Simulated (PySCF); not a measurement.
# FeF: bond curves at several levels of theory

One table from this session's results is given with a row withheld; the runs are named, their logs left out.

The runs use PySCF 2.14.0; Fe def2-TZVPP, F def2-TZVPP, no relativity.

Set-up of the first run:

Settings of the job:

```yaml
atoms: Fe, F
charge: 0
basis: Fe def2-TZVPP, F def2-TZVPP
Hamiltonian: no relativity
basis_functions: 95
electrons_treated: 35
masses_in_u: 55.9349, 18.9984
levels: PBE0, PBE, r²SCAN, B2PLYP, r²SCANh, PW91, M06-2X, ωB97X, HF, MP2, SCS-MP2
grid: 80 radial by 434 angular points
occupations: held fixed by the projection of orbital angular momentum
dissociation_limit: Fe + F, each in its ground configuration
starting_distance_in_angstrom: 1.740
values_of_2S_to_try: 1, 3, 5, 7
```

Run with:

```console
$ OMP_NUM_THREADS=1 python dia.py task.json out
```

Steps of the session up to this table: Set-up; First curve: PBE0; Other states along the same grid; PBE; r²SCAN (meta-GGA); B2PLYP; r²SCANh; PW91 (GGA); M06-2X (hybrid meta-GGA); ωB97X (range-separated hybrid); UHF.

One table of the session follows, with a row left open; its other results are not shown here.

```
      level  Re (Å)  ωe (cm⁻¹)  De (eV)  μ (D)
        UHF   1.815        648     3.55  -2.98
    UHF-MP2   1.786        651     4.96    n/a
UHF-SCS-MP2   1.794        646     4.66    n/a
        PBE   1.780        641     5.36  -1.66
       PW91   1.778        643     5.42  -1.66
     r²SCAN   1.769        669     5.13  -1.88
    r²SCANh   1.770        672     5.18  -2.09
       PBE0       ?          ?        ?      ?
     M06-2X   1.803        649     4.44  -2.55
      ωB97X   1.780        663     4.51  -2.16
     B2PLYP   1.784        653     4.69  -2.66
```

**Question.** Estimate the row for PBE0.

The run gave: Re (Å): 1.777; ωe (cm⁻¹): 660; De (eV): 4.87; μ (D): -2.22. In the column «Re (Å)» it lies between r²SCANh (1.770) and PW91 (1.778).

De is counted to Fe + F in their ground configurations.

To keep in mind: The state is the lowest single determinant that the PBE0 search found; with open d or f shells the true ground state can be another one.
